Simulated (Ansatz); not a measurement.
# LaHg: the cost of one run

Program: Ansatz 0.2.0. Level of theory: DFT LDA, scalar-relativistic. These are calculated values, not measurements.

## Step 1: Starting point

The structure is cubic, space group Pm-3m (No. 221). Conventional cell: a = 3.837 Å, b = 3.837 Å, c = 3.837 Å, α = 90.00°, β = 90.00°, γ = 90.00°. Around La (site symmetry m-3m) lie 8 Hg at 3.32 Å. Around Hg (site symmetry m-3m) lie 8 La at 3.32 Å.

Structure file:

```
CELL_PARAMETERS angstrom
3.83700 0.00000 0.00000
0.00000 3.83700 0.00000
0.00000 0.00000 3.83700
ATOMIC_POSITIONS crystal
La 0.50000 0.50000 0.50000
Hg 0.00000 0.00000 0.00000
```

Atoms are numbered in the order of the input: La1, Hg2.

## Step 2: The deformed structure

Space group Pm-3m before, P4/mmm after.

## Step 3: LAPW, all electrons

input.yaml reads:

```yaml
crystal:
  lattice:
    - [3.837, 0.0, 0.0]
    - [0.0, 3.837, 0.0]
    - [0.0, 0.0, 3.91374]
  atoms:
    - { symbol: La, position: [0.5, 0.5, 0.5] }
    - { symbol: Hg, position: [0.0, 0.0, 0.0] }
kpoints:
  mp_grid: { grid: [11, 11, 11] }
  band_path:
    path:
      - [0.0, 0.0, 0.0]
      - [0.0, 0.5, 0.0]
      - [0.5, 0.5, 0.0]
      - [0.0, 0.0, 0.0]
      - [0.0, 0.0, 0.5]
      - [0.0, 0.5, 0.5]
      - [0.5, 0.5, 0.5]
      - [0.0, 0.0, 0.5]
      - [0.0, 0.5, 0.0]
    npoints: 5
scf:
  occupations: { method: fermi_dirac, width: 0.08 }
hamiltonian:
  xc: lda
  pseudopotentials: { kind: all_electron, lapw: { basis_error: 0.001 } }
output:
  forces: true
  stress: true
  eigenvalues: true
```

The run is started by

```
ansatz run input.yaml --threads 1 --pin off --max-ram 3072MiB --backend cpu --events-out ev --progress --plain --runs-dir out
```

What time and memory should one allow on 1 thread of Intel Xeon Platinum 8375C at 2.90GHz (Ice Lake), shared host?

About 38 s, with a peak of 0.56 GiB.
